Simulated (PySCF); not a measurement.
# C3H8BFO: the cost of one run

Programs: PySCF 2.14.0, with density-fitted response routines of our own. Each step states its level of theory. These are calculated values for one molecule in the gas phase, unless marked as measured. Atoms count from 0, in the outputs and in this text.

**1. Starting geometry**

14 atoms, charge 0, multiplicity 1; geometry from: PBE0-D3(BJ)/def2-SVP.

Bonds of the start (Å): B0–O1 1.63, O1–C2 1.45, C2–C3 1.53, C3–C4 1.52, C4–F5 1.33, C4–O1 1.43, B0–H6 1.23, B0–H7 1.22, B0–H8 1.22, C2–H9 1.10, C2–H10 1.10, C3–H11 1.10, C3–H12 1.10, C4–H13 1.10.

**2. Nuclear shieldings: HF/pcSseg-1**

The job: settings as JSON, then the geometry in Å.

```
{"job": {"kind": "nmr", "xc": "HF", "basis": "pcSseg-1", "pop": false}, "charge": 0, "multiplicity": 1}
B      2.581361     0.257342     0.141934
O      1.023420     0.586728     0.482353
C      0.252749     1.487783    -0.356810
C     -0.931259     0.523371    -0.306747
C      0.022166    -0.435185     0.395451
F     -0.346656    -0.841235     1.612049
H      2.543450    -0.125506    -1.025507
H      3.139137     1.328390     0.303994
H      2.863092    -0.608151     0.952059
H      0.147909     2.467888     0.125758
H      0.743793     1.583776    -1.334879
H     -1.744650     0.836692     0.360083
H     -1.332358     0.182958    -1.268468
H      0.412368    -1.292408    -0.175256
```

With the program's defaults for keys left out, this is: GIAO HF/pcSseg-1 NMR shielding, non-relativistic, gas phase.

The run is started by

```console
OMP_NUM_THREADS=1 python probes_run.py task.json out
```

One launch serves the whole session: the jobs run in the order shown.

Q: Estimate the wall time and peak memory of this first job on 1 thread of Arm Neoverse N1, shared host.

About 8.3 s, with a peak of 0.73 GiB.
